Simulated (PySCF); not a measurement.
# WO2Br2: forces at shaken geometries

Aim: move all atoms of relaxed WO2Br2 at random and read energies and forces. The species was built from a template and needn't be a known compound.

The runs use PySCF 2.14.0; PBE, W def2-SVP with ECP60, O def2-SVP, Br def2-SVP; scalar-relativistic core potentials, no spin–orbit coupling.

1 further run of the same task is left out (for a known fault of the program).

## 1. The system as given

5 atoms, charge 0, spin multiplicity 1.

Bond lengths: W1–O2 1.715 Å, W1–O3 1.715 Å, W1–Br4 2.426 Å, W1–Br5 2.426 Å. Angles: O2–W1–O3 106.1°, O2–W1–Br4 109.0°, O2–W1–Br5 109.0°, O3–W1–Br4 109.0°, O3–W1–Br5 109.0°, Br4–W1–Br5 114.5°.

Geometry (Å):

```
atom    x (Å)    y (Å)    z (Å)
  W1   0.0000   0.0000   0.4174
  O2   0.9691   0.9691   1.4489
  O3  -0.9691  -0.9691   1.4489
 Br4   1.4426  -1.4426  -0.8960
 Br5  -1.4426   1.4426  -0.8960
```

Formal oxidation states: W +6. An earlier session relaxed this geometry at PBE, W def2-SVP with ECP60, O def2-SVP, Br def2-SVP (singlet, point group C2v).

Its energy there is -5364.468819 Eh.

## 2. Atoms moved at random, σ = 0.06 Å

File run.py (the lines that set the calculation):

```python
mol = gto.M(atom='''
W     -0.00090     0.07110     0.45351
O      0.98026     0.91611     1.43588
O     -0.97189    -0.97549     1.45449
Br     1.45385    -1.46336    -0.98499
Br    -1.46133     1.45164    -0.83558''',
    basis={'W': 'def2-SVP', 'O': 'def2-SVP', 'Br': 'def2-SVP'},
    ecp={'W': 'def2-SVP'},
    charge=0, spin=0)
mf = dft.RKS(mol, xc='PBE')
mf.grids.atom_grid = (50, 194)
mf = mf.density_fit()  # fitting sets: W def2-universal-JKFIT, O def2-universal-JKFIT, Br def2-universal-JKFIT
mf.conv_tol = 1e-08; mf.max_cycle = 55
mf.kernel(dm0)  # dm0: the density of the relaxed state
```

Command:

```
$ OMP_NUM_THREADS=2 python run.py
```

The program printed:

```text
init E= -5364.46143290538
  HOMO = -0.298174058657541  LUMO = -0.157283107403235  gap/eV = 3.83384
cycle= 1 E= -5364.44041611816  delta_E= 0.021  |g|= 0.241  |ddm|= 0.465
  HOMO = -0.256354381471549  LUMO = -0.151177198186828  gap/eV = 2.86202
cycle= 2 E= -5364.24483788241  delta_E= 0.196  |g|= 0.998  |ddm|= 0.931
  HOMO = -0.274232911163794  LUMO = -0.149473862247476  gap/eV = 3.39487
cycle= 3 E= -5364.44416630724  delta_E= -0.199  |g|= 0.212  |ddm|= 0.722
  HOMO = -0.281697798110581  LUMO = -0.15378949330426  gap/eV = 3.48056
cycle= 4 E= -5364.4525881826  delta_E= -0.00842  |g|= 0.0843  |ddm|= 0.202
  HOMO = -0.286338286831638  LUMO = -0.152641672759264  gap/eV = 3.63807
cycle= 5 E= -5364.45378447672  delta_E= -0.0012  |g|= 0.0286  |ddm|= 0.0774
  HOMO = -0.284324641276178  LUMO = -0.153787042128746  gap/eV = 3.55211
cycle= 6 E= -5364.45397860293  delta_E= -0.000194  |g|= 0.00923  |ddm|= 0.041
  HOMO = -0.284445233438995  LUMO = -0.153062179030891  gap/eV = 3.57512
cycle= 7 E= -5364.45399598773  delta_E= -1.74e-05  |g|= 0.00432  |ddm|= 0.0139
  HOMO = -0.284483060280782  LUMO = -0.153228137645047  gap/eV = 3.57163
cycle= 8 E= -5364.45400164146  delta_E= -5.65e-06  |g|= 0.000754  |ddm|= 0.00557
  HOMO = -0.284444664809205  LUMO = -0.153218485744123  gap/eV = 3.57085
cycle= 9 E= -5364.45400178355  delta_E= -1.42e-07  |g|= 0.000151  |ddm|= 0.000885
  HOMO = -0.284449094875317  LUMO = -0.15321972023748  gap/eV = 3.57093
cycle= 10 E= -5364.45400178861  delta_E= -5.06e-09  |g|= 3.22e-05  |ddm|= 0.000148
  HOMO = -0.284447867097465  LUMO = -0.153214818188007  gap/eV = 3.57103
Extra cycle  E= -5364.45400178475  delta_E= 3.86e-09  |g|= 0.000139  |ddm|= 0.000125
converged SCF energy = -5364.45400178475
```

Run time: 6.6 s. Hardware: 2 threads of Arm Neoverse V1, shared host.

Read off: E = -5364.454002 Eh (+0.403 eV from the relaxed state), HOMO -7.74 eV, LUMO -4.17 eV, Mulliken charge on W1 +0.84 e, largest force component 5.569 eV/Å. 

```
atom      Fx      Fy  Fz (eV/Å)
  W1  -2.931  -5.569     -3.763
  O2   3.359   3.224      3.679
  O3   0.685   0.884     -0.450
 Br4  -0.772   0.918      0.785
 Br5  -0.342   0.543     -0.250
```

## 3. Atoms moved at random, σ = 0.03 Å

File run.py (the lines that set the calculation):

```python
mol = gto.M(atom='''
W     -0.05525     0.00200     0.47121
O      1.02265     0.96032     1.41471
O     -0.95073    -0.92548     1.40422
Br     1.40991    -1.47363    -0.86997
Br    -1.42658     1.43679    -0.89687''',
    basis={'W': 'def2-SVP', 'O': 'def2-SVP', 'Br': 'def2-SVP'},
    ecp={'W': 'def2-SVP'},
    charge=0, spin=0)
mf = dft.RKS(mol, xc='PBE')
mf.grids.atom_grid = (50, 194)
mf = mf.density_fit()  # fitting sets: W def2-universal-JKFIT, O def2-universal-JKFIT, Br def2-universal-JKFIT
mf.conv_tol = 1e-08; mf.max_cycle = 55
mf.kernel(dm0)  # dm0: the density of the relaxed state
```

Command:

```
$ OMP_NUM_THREADS=2 python run.py
```

The program printed:

```text
init E= -5364.49875062187
  HOMO = -0.286192633620933  LUMO = -0.139639518118198  gap/eV = 3.98791
cycle= 1 E= -5364.42607831073  delta_E= 0.0727  |g|= 0.315  |ddm|= 0.493
  HOMO = -0.265499991928171  LUMO = -0.152666573340901  gap/eV = 3.07035
cycle= 2 E= -5364.05267243276  delta_E= 0.373  |g|=  1.4  |ddm|= 1.17
  HOMO = -0.282380983831703  LUMO = -0.145637874298134  gap/eV = 3.72097
cycle= 3 E= -5364.4281807629  delta_E= -0.376  |g|= 0.306  |ddm|= 0.957
  HOMO = -0.286722563976147  LUMO = -0.150727773452106  gap/eV = 3.70061
cycle= 4 E= -5364.44576697044  delta_E= -0.0176  |g|= 0.0914  |ddm|= 0.262
  HOMO = -0.289206573270742  LUMO = -0.148088371834597  gap/eV = 3.84002
cycle= 5 E= -5364.44705870385  delta_E= -0.00129  |g|= 0.0347  |ddm|= 0.0771
  HOMO = -0.288256109422687  LUMO = -0.150055450842104  gap/eV = 3.76063
cycle= 6 E= -5364.44735600457  delta_E= -0.000297  |g|= 0.0117  |ddm|= 0.0475
  HOMO = -0.288079474377228  LUMO = -0.149262854191069  gap/eV = 3.77739
cycle= 7 E= -5364.44738997319  delta_E= -3.4e-05  |g|= 0.00229  |ddm|= 0.013
  HOMO = -0.28820454590272  LUMO = -0.149293524965317  gap/eV = 3.77996
cycle= 8 E= -5364.44739134766  delta_E= -1.37e-06  |g|= 0.000695  |ddm|= 0.00318
  HOMO = -0.288162999916163  LUMO = -0.149291974267014  gap/eV = 3.77887
cycle= 9 E= -5364.44739146496  delta_E= -1.17e-07  |g|= 0.000176  |ddm|= 0.000921
  HOMO = -0.288169270731852  LUMO = -0.14929084743013  gap/eV = 3.77907
cycle= 10 E= -5364.44739147258  delta_E= -7.62e-09  |g|= 2.57e-05  |ddm|= 0.000188
  HOMO = -0.288169903714466  LUMO = -0.149288764900582  gap/eV = 3.77915
Extra cycle  E= -5364.44739147052  delta_E= 2.06e-09  |g|= 0.000103  |ddm|= 9.72e-05
converged SCF energy = -5364.44739147052
```

Wall time 6.6 s (2 threads of Arm Neoverse V1, shared host).

Read off: E = -5364.447391 Eh (+0.583 eV from the relaxed state), HOMO -7.84 eV, LUMO -4.06 eV, Mulliken charge on W1 +0.83 e, largest force component 6.573 eV/Å. 

| atom | Fx | Fy | Fz (eV/Å) |
| --- | --- | --- | --- |
| W1 | 6.081 | 4.626 | -6.573 |
| O2 | -0.296 | -0.055 | 0.580 |
| O3 | -5.069 | -5.042 | 5.823 |
| Br4 | -0.401 | 0.264 | 0.273 |
| Br5 | -0.315 | 0.207 | -0.103 |

## 4. Atoms moved at random, σ = 0.03 Å

File run.py (the lines that set the calculation):

```python
mol = gto.M(atom='''
W      0.03797     0.01893     0.40368
O      0.98656     0.93971     1.45338
O     -1.03393    -0.98524     1.43328
Br     1.47887    -1.45055    -0.87892
Br    -1.46948     1.47716    -0.88811''',
    basis={'W': 'def2-SVP', 'O': 'def2-SVP', 'Br': 'def2-SVP'},
    ecp={'W': 'def2-SVP'},
    charge=0, spin=0)
mf = dft.RKS(mol, xc='PBE')
mf.grids.atom_grid = (50, 194)
mf = mf.density_fit()  # fitting sets: W def2-universal-JKFIT, O def2-universal-JKFIT, Br def2-universal-JKFIT
mf.conv_tol = 1e-08; mf.max_cycle = 55
mf.kernel(dm0)  # dm0: the density of the relaxed state
```

Command:

```
$ OMP_NUM_THREADS=2 python run.py
```

The program printed:

```text
init E= -5364.42617061754
  HOMO = -0.307213258744272  LUMO = -0.169806719372661  gap/eV = 3.73902
cycle= 1 E= -5364.44971193866  delta_E= -0.0235  |g|= 0.236  |ddm|= 0.319
  HOMO = -0.243305728819902  LUMO = -0.143503993622713  gap/eV = 2.71574
cycle= 2 E= -5364.05267831616  delta_E= 0.397  |g|= 1.41  |ddm|= 1.12
  HOMO = -0.285147748818533  LUMO = -0.144508674775248  gap/eV = 3.82698
cycle= 3 E= -5364.44866159056  delta_E= -0.396  |g|= 0.252  |ddm|= 0.927
  HOMO = -0.284006153953583  LUMO = -0.154420911368989  gap/eV = 3.52619
cycle= 4 E= -5364.46080596277  delta_E= -0.0121  |g|= 0.0879  |ddm|= 0.219
  HOMO = -0.289434122307801  LUMO = -0.156427122022466  gap/eV = 3.61930
cycle= 5 E= -5364.46192997726  delta_E= -0.00112  |g|= 0.037  |ddm|= 0.0757
  HOMO = -0.287618020654183  LUMO = -0.154750380672416  gap/eV = 3.61551
cycle= 6 E= -5364.46229065035  delta_E= -0.000361  |g|= 0.011  |ddm|= 0.0456
  HOMO = -0.287883667528401  LUMO = -0.15479562585694  gap/eV = 3.62151
cycle= 7 E= -5364.46231709555  delta_E= -2.64e-05  |g|= 0.00313  |ddm|= 0.0111
  HOMO = -0.287907953608006  LUMO = -0.154712514585525  gap/eV = 3.62443
cycle= 8 E= -5364.46231938863  delta_E= -2.29e-06  |g|= 0.000955  |ddm|= 0.00373
  HOMO = -0.287949078130986  LUMO = -0.154721897810578  gap/eV = 3.62530
cycle= 9 E= -5364.46231959925  delta_E= -2.11e-07  |g|= 0.000174  |ddm|= 0.000952
  HOMO = -0.287953059834707  LUMO = -0.15471910503279  gap/eV = 3.62548
cycle= 10 E= -5364.46231960657  delta_E= -7.32e-09  |g|= 2.89e-05  |ddm|= 0.00016
  HOMO = -0.287946950879853  LUMO = -0.154714651175797  gap/eV = 3.62544
Extra cycle  E= -5364.46231960386  delta_E= 2.71e-09  |g|= 0.000112  |ddm|= 0.000126
converged SCF energy = -5364.46231960386
```

Wall time 6.6 s (2 threads of Arm Neoverse V1, shared host).

Read off: E = -5364.462320 Eh (+0.177 eV from the relaxed state), HOMO -7.84 eV, LUMO -4.21 eV, Mulliken charge on W1 +0.85 e, largest force component 3.264 eV/Å. 

| atom | Fx | Fy | Fz (eV/Å) |
| --- | --- | --- | --- |
| W1 | -3.264 | -2.383 | 0.801 |
| O2 | 0.748 | 0.762 | 0.790 |
| O3 | 2.078 | 1.806 | -1.828 |
| Br4 | -0.007 | 0.063 | 0.003 |
| Br5 | 0.445 | -0.248 | 0.233 |

## 5. The displacements side by side

| σ (Å) | energy rise (eV) | harmonic estimate −½ F·u (eV) | largest force component (eV/Å) |
| --- | --- | --- | --- |
| 0.06 | 0.403 | 0.411 | 5.57 |
| 0.03 | 0.583 | 0.641 | 6.57 |
| 0.03 | 0.177 | 0.170 | 3.26 |

Every displacement raises the energy. For a harmonic well the rise equals −½ F·u; the two differ by at most 10 % here (a move with σ = 0.03 Å), from anharmonicity, the grid and the small forces left at the relaxed point. The bases are small and lack diffuse functions. Spin–orbit coupling is left out.
